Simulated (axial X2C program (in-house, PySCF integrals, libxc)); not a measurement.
**A two-component session on CuC: properties at the nuclei**

Wanted for CuC: properties at the nuclei, at the two-component level.

Program: an in-house X2C program for linear molecules on PySCF integrals. Level of theory: two-component X2C with atomic mean-field terms, Cu dyall-acv3z, C dyall-av3z. These are calculated values, not measurements.

**1. Set-up**

The input, task.json:

```json
{
 "zs": [
  29,
  6
 ],
 "q": 0,
 "bas": [
  "dyall-acv3z",
  "dyall-av3z"
 ],
 "r0": 1.82,
 "levels": [
  "PBE0",
  "HF",
  "B3LYP"
 ],
 "nst": 1,
 "ff": 1,
 "thr": -3.5,
 "nmax": 130,
 "opt": {
  "ecut": 60
 }
}
```

Keys: zs atomic numbers; q charge; bas basis sets; r0 starting distance in Å; levels methods (HF also brings MP2); nst determinants followed; ff finite-field run; thr threshold in hartree for freezing inner shells (an s shell follows its p shell); nmax most natural virtual spinors; ecut virtual cutoff in hartree.

On the command line:

```console
python soeom.py task.json out
```

Nuclei are Gaussian, cores are contracted, and the Gaunt term is on.

**2. Expectation values, lowest determinant**

R = 1.785 Å. State: Ω = 3/2 (excess of +ω over −ω: ω = 3/2).

Output of the PBE0 run:

```text
two-component X2C + atomic mean field  PBE0
basis functions 179  fitting functions 949  grid points 5076
iter        total energy     max residual
   1      -1687.394470438     4.13e+00
   2      -1691.914584154     7.38e-02
   3      -1691.274413491     3.13e-01
   4      -1691.973944608     4.29e-02
   5      -1691.994289219     1.29e-02
   6      -1691.997674922     1.79e-03
   7      -1691.997720115     5.66e-04
   8      -1691.997728255     2.30e-04
   9      -1691.997731371     1.12e-04
  10      -1691.997732049     3.78e-05
  11      -1691.997732165     2.00e-05
  12      -1691.997732240     1.45e-05
  13      -1691.997732288     8.67e-06
  14      -1691.997732311     3.25e-06
  15      -1691.997732315     6.07e-07
  16      -1691.997732315     1.73e-07
converged
one-electron -2456.97917020  Coulomb 786.95002296  exact exchange -17.86548034  xc functional -55.17662028  nuclear repulsion 51.58366090  atomic mean-field constant -0.51014535
```

The highest occupied spinor is 72% C p, 15% Cu d, 11% Cu p.

```tsv
level	Eeff magnitude (GV/cm)	Ws magnitude Cu (kHz)	A∥/gI Cu (MHz)	qzz Cu (a.u.)	A∥/gI C (MHz)	qzz C (a.u.)	μ (D)
PBE0	0.525	0.123	873	0.72	64.6	0.28	-3.65
HF	0.715	0.185	511	-0.45	86.9	0.11	-4.83
B3LYP	0.386	0.082	953	0.89	76.7	0.34	-3.43
```

Eeff is the effective electric field on the electron dipole moment in this Ω state and Ws the scalar–pseudoscalar constant (defined with the proton number Z and per Ω); A∥ is the parallel hyperfine constant, which follows by multiplying with the nuclear g factor gI = μI/(I μN); qzz is the electric field gradient, eQq0 = 234.96 MHz × Q/barn × qzz; μ is positive if C is the positive end. The operators were transformed with the bare-nucleus X2C matrices.

**3. Finite-field coupled cluster**

Output:

```text
two-component X2C + atomic mean field  HF
basis functions 179  fitting functions 949  grid points 5076
iter        total energy     max residual
   1      -1690.417553067     1.45e-01
   2      -1690.447814313     2.24e-02
   3      -1690.446045508     3.12e-02
   4      -1690.456440973     5.31e-03
   5      -1690.457404527     3.93e-03
   6      -1690.457964363     1.60e-03
   7      -1690.458094368     6.83e-04
   8      -1690.458120965     5.05e-04
   9      -1690.458137535     4.05e-04
  10      -1690.458145876     2.40e-04
  11      -1690.458148748     9.50e-05
  12      -1690.458149155     1.94e-05
  13      -1690.458149191     1.24e-05
  14      -1690.458149209     1.11e-05
  15      -1690.458149225     9.23e-06
  16      -1690.458149240     6.48e-06
  17      -1690.458149247     4.07e-06
  18      -1690.458149250     2.05e-06
  19      -1690.458149251     5.85e-07
converged
one-electron -2459.28054521  Coulomb 789.47830443  exact exchange -71.72942402  xc functional 0.00000000  nuclear repulsion 51.58366090  atomic mean-field constant -0.51014535
correlated 23  virtual 289  natural virtual 130  E(MP2) -1.085692101  MP2 remainder -0.040861748
iter   CCSD correlation   residual
   1     -0.845279388   3.43e-01
   2     -0.914552200   2.41e-01
   3     -0.923489590   4.62e-02
   4     -0.923670673   2.35e-02
   5     -0.923868193   1.28e-02
   6     -0.924724838   7.31e-03
   7     -0.924645940   3.12e-03
   8     -0.924537260   1.73e-03
   9     -0.924663112   1.05e-03
  10     -0.924646192   6.20e-04
  11     -0.924624929   2.85e-04
  12     -0.924640535   1.63e-04
  13     -0.924633463   9.48e-05
  14     -0.924633353   5.52e-05
  15     -0.924633106   4.08e-05
  16     -0.924632308   3.13e-05
  17     -0.924632323   2.40e-05
  18     -0.924631901   1.79e-05
  19     -0.924632021   1.17e-05
  20     -0.924632173   7.37e-06
  21     -0.924632217   4.21e-06
  22     -0.924632217   2.34e-06
(T) -0.034204527  T1 0.0375  D1 0.1104  max T2 0.042
```

T1 in the output is the amplitude norm over the root of the electron number; divide by √2 for the Lee–Taylor value.

23 electrons correlated in 130 natural virtual spinors, MP2 remainder added; T1 = 0.026.

```tsv
level	Eeff magnitude (GV/cm)	Ws magnitude Cu (kHz)	A∥/gI Cu (MHz)	qzz Cu (a.u.)	A∥/gI C (MHz)	μ (D)
HF	0.715	0.185	511	-0.45	86.9	-4.83
MP2	0.633	0.162	764	0.39	96.7	-3.73
CCSD	0.707	0.178	759	0.30	71.1	-4.08
CCSD(T)	0.653	0.162	812	0.53	74.4	-3.83
```

**4. Summary of results**

| quantity | value |
| --- | --- |
| lowest determinant | Ω = 3/2 (excess of +ω over −ω: ω = 3/2) |
| Eeff magnitude (GV/cm), PBE0 | 0.525 |
| Ws magnitude Cu (kHz), PBE0 | 0.123 |
| A∥/gI Cu (MHz), PBE0 | 873 |
| qzz Cu (a.u.), PBE0 | 0.72 |
| Eeff magnitude (GV/cm), CCSD(T) | 0.653 |
| Ws magnitude Cu (kHz), CCSD(T) | 0.162 |
| A∥/gI Cu (MHz), CCSD(T) | 812 |
| qzz Cu (a.u.), CCSD(T) | 0.53 |

In words: In the first state, the effective field runs from 0.386 to 0.715 GV/cm over the mean-field levels. The expectation values come from single determinants, which for open shells can mix terms of unlike spin or miss the lowest Ω, so a determinant need not be a state. Eeff is the effective electric field on the electron dipole moment in this Ω state and Ws the scalar–pseudoscalar constant (defined with the proton number Z and per Ω); A∥ is the parallel hyperfine constant, which follows by multiplying with the nuclear g factor gI = μI/(I μN); qzz is the electric field gradient, eQq0 = 234.96 MHz × Q/barn × qzz; μ is positive if C is the positive end. The operators were transformed with the bare-nucleus X2C matrices. Correlation of the inner shells is missing, which matters for properties at the nucleus.
